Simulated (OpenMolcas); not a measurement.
**Pt⁵⁺ among point charges: CASSCF and CASPT2 levels and susceptibility**

How does a field of 6 point charges split the states of Pt⁵⁺, and what χT follows?

Method: state-averaged CASSCF and CASPT2, spin-orbit coupling by RASSI with atomic mean-field integrals. Code: OpenMolcas 26.06.

### 1 What is computed

- Species: Pt⁵⁺ (platinum, Z = 78, 73 electrons)
- Basis: ANO-RCC-VTZP [8s7p5d3f1g], 84 functions
- Scalar Hamiltonian: DKH2, point nucleus
- Inactive shells: 1s 2s 2p 3s 3p 3d 4s 4p 4d 4f 5s 5p
- Active space: 5 electrons in 5 orbitals (5d)
- Some configurations of this space: 5d⁵
- Orbitals: optimised for each spin and parity, averaged over all roots

The outer shells:

5d5
```
5d [↑ ][↑ ][↑ ][↑ ][↑ ]
```

The ion sits among 6 point charges of -1.7 e arranged as an octahedron (Oh), 1.95 Å from the ion.

Each step is its own input file, run in one work folder so that later steps find the files of earlier ones. Labels, J, g values, rates, χT and fits are worked out afterwards by a script from the matrices that RASSI stores. The input lists half of the charges; inversion (Group=XYZ) makes the rest.

### 2 GATEWAY and SEWARD: basis and integrals

The input, a.inp:

```
&GATEWAY
Coord
1

Pt 0.0 0.0 0.0
Basis=ANO-RCC-VTZP
Group=XYZ
NoMove
AngMom=0.0 0.0 0.0
AMFI
XField
3 Angstrom 0
1.950000 0.000000 0.000000 -1.700000
0.000000 1.950000 0.000000 -1.700000
0.000000 0.000000 1.950000 -1.700000
&SEWARD
```

Command:

```
$ OMP_NUM_THREADS=1 MOLCAS_MEM=1689 MOLCAS_PROJECT=a pymolcas a.inp > a.log
```

### 3 Reference wave functions, sextets of even parity, 1 root

The input, a.inp:

```
&RASSCF
FileOrb=start.orb
Symmetry=1
Spin=6
nActEl=5 0 0
Inactive=15 19
Ras2=5 0
CIRoot=1 1 1
SDav=1
CIMx=300
Iter=120 100
PrWF=0.3
OrbListing=Nothing
MaxOrb=0
>>> COPY $Project.JobIph JOB001
```

start.orb holds the contracted functions of the basis, ordered by shell, or the orbitals of the step before.

### 4 Reference wave functions, quartets of even parity, 24 roots

The input, a.inp:

```
&RASSCF
FileOrb=start.orb
Symmetry=1
Spin=4
nActEl=5 0 0
Inactive=15 19
Ras2=5 0
CIRoot=24 24 1
SDav=24
CIMx=300
Iter=120 100
PrWF=0.3
OrbListing=Nothing
MaxOrb=0
>>> COPY $Project.JobIph JOB002
```

### 5 Reference wave functions, doublets of even parity, 75 roots

The input, a.inp:

```
&RASSCF
FileOrb=start.orb
Symmetry=1
Spin=2
nActEl=5 0 0
Inactive=15 19
Ras2=5 0
CIRoot=75 75 1
SDav=75
CIMx=300
Iter=120 100
PrWF=0.3
OrbListing=Nothing
MaxOrb=0
>>> COPY $Project.JobIph JOB003
```

### 6 State interaction with spin-orbit coupling

The input, a.inp:

```
&RASSI
NrOfJobIphs=3 1 24 75
1
1 2 3 4 5 6 7 8 9 10 11 12 13 14 15 16 17 18 19 20 21 22 23 24
1 2 3 4 5 6 7 8 9 10 11 12 13 14 15 16 17 18 19 20 21 22 23 24 25 26 27
28 29 30 31 32 33 34 35 36 37 38 39 40 41 42 43 44 45 46 47 48 49 50 51
52 53 54 55 56 57 58 59 60 61 62 63 64 65 66 67 68 69 70 71 72 73 74 75
IphNames
JOB001
JOB002
JOB003
EJob
SpinOrbit
DIPRint=1.0
SOCoupling=1000.0
Subsets=2
Property=9
'ANGMOM' 1 'ANGMOM' 2 'ANGMOM' 3 'MLTPL  1' 1 'MLTPL  1' 2 'MLTPL  1' 3
'AMFI' 1 'AMFI' 2 'AMFI' 3
SOProperty=3
'ANGMOM' 1 'ANGMOM' 2 'ANGMOM' 3
```

### 7 CASPT2: IPEA 0.25, imaginary shift 0.1 (closed shells correlated: 5s 5p)

The input, a.inp:

```
>>> COPY JOB001 $Project.JobIph
&CASPT2
Multistate=1 1
Frozen=14 16
IPEA=0.25
Imaginary=0.1
MaxIter=60
WThr=0.0 0.3 0.05
PrWF=0.5
NoMix
>>> COPY JOB002 $Project.JobIph
&CASPT2
Multistate=24 1 2 3 4 5 6 7 8 9 10 11 12 13 14 15 16 17 18 19 20 21 22
23 24
NoMult
Frozen=14 16
IPEA=0.25
Imaginary=0.1
MaxIter=60
WThr=0.0 0.3 0.05
PrWF=0.5
NoMix
>>> COPY JOB003 $Project.JobIph
&CASPT2
Multistate=75 1 2 3 4 5 6 7 8 9 10 11 12 13 14 15 16 17 18 19 20 21 22
23 24 25 26 27 28 29 30 31 32 33 34 35 36 37 38 39 40 41 42 43 44 45 46
47 48 49 50 51 52 53 54 55 56 57 58 59 60 61 62 63 64 65 66 67 68 69 70
71 72 73 74 75
NoMult
Frozen=14 16
IPEA=0.25
Imaginary=0.1
MaxIter=60
WThr=0.0 0.3 0.05
PrWF=0.5
NoMix
```

(Steps that only read results are left out.)

Q: Predict the outcome of this session. Wanted: spin-free ground state; lowest level; next level.

The runs gave:

| quantity | value |
| --- | --- |
| method | SS-CASPT2, IPEA 0.25, imaginary shift 0.1 (closed shells correlated: 5s 5p) |
| spin-free ground state | 6A1, 1-fold in its orbital part |
| lowest level | 2-fold Γ7, g = 3.15, 3.15, 3.15 |
| next level | 255.4 cm⁻¹ |
| χT at 300 K | 3.67 cm³ K/mol |
| effective moment at 300 K | 5.42 μB |

Cost by method:

| method | time of its own steps | time with the reference |
| --- | --- | --- |
| A. CASSCF | 34 s | 34 s |
| B. SS-CASPT2, IPEA 0.25, imaginary shift 0.1, +5s 5p | 23 s | 57 s |

Times are of one thread on a shared host.

In words: The spin-free ground state (6A1) comes to 100 % from free-ion S terms and keeps the highest spin of the shell. χT at 300 K is 3.67, against 4.39 cm³ K/mol for the spin alone, so spin-orbit coupling lowers it. An active space of the d shell alone favours high spin; real ions in strong fields can be low spin. A ligand-field fit to the states below 45000 cm-1 gives 10Dq = 6490 cm-1, B = 746 cm-1 and C = 3856 cm-1 (C/B = 5.17), with a deviation of 354 cm-1. CASPT2 does not keep the components of a term degenerate, and the means are used. The field of point charges can differ much from that of real complexes. With metal d orbitals alone active, the gaps between spin states are rough; where two lie within a few thousand cm-1, their order is open. Point charges carry no covalency, so the field is a model and not that of real ligands.
